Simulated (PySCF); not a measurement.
# CH4BF2OP: the cost of one run

Programs: PySCF 2.14.0, with density-fitted response routines of our own. Each step states its level of theory. These are calculated values for one molecule in the gas phase, unless marked as measured. Atoms count from 0, in the outputs and in this text.

## Step 1: Starting geometry

10 atoms, charge 0, multiplicity 1; geometry from: GFN2-xTB. The atoms were then displaced at random by about 0.01 Å, so the start is not that level's minimum.

Bonds of the start (Å): F0–C1 1.33, C1–F2 1.36, C1–O3 1.36, O3–B4 1.32, B4–P5 1.90, C1–H6 1.11, B4–H7 1.17, P5–H8 1.39, P5–H9 1.38.

## Step 2: Optimising the geometry at PBE0-D3(BJ)/def2-SVP

What the job is given:

```
{"job": {"xc": "PBE0", "basis": "def2-SVP", "d3": "d3bj", "grid": 1, "shake": 0.01, "kind": "geom"}, "charge": 0, "multiplicity": 1}
F     -2.515600    -0.571630     0.608460
C     -1.341490     0.036120     0.785820
F     -1.318780     1.066200    -0.102260
O     -0.334200    -0.864790     0.596690
B      0.692200    -0.852180    -0.236660
P      1.164730     0.569050    -1.410320
H     -1.309570     0.464880     1.808870
H      1.305980    -1.848550    -0.227300
H      1.175740     1.621410    -0.495550
H      2.531420     0.358560    -1.348790
```

Run with:

```bash
> OMP_NUM_THREADS=1 python probes_run.py task.json out
```

One launch serves the whole session: the jobs run in the order shown.

Q: Estimate the wall time and peak memory of this first job on 1 thread of Arm Neoverse V1, shared host.

About 29 s, with a peak of 0.45 GiB.
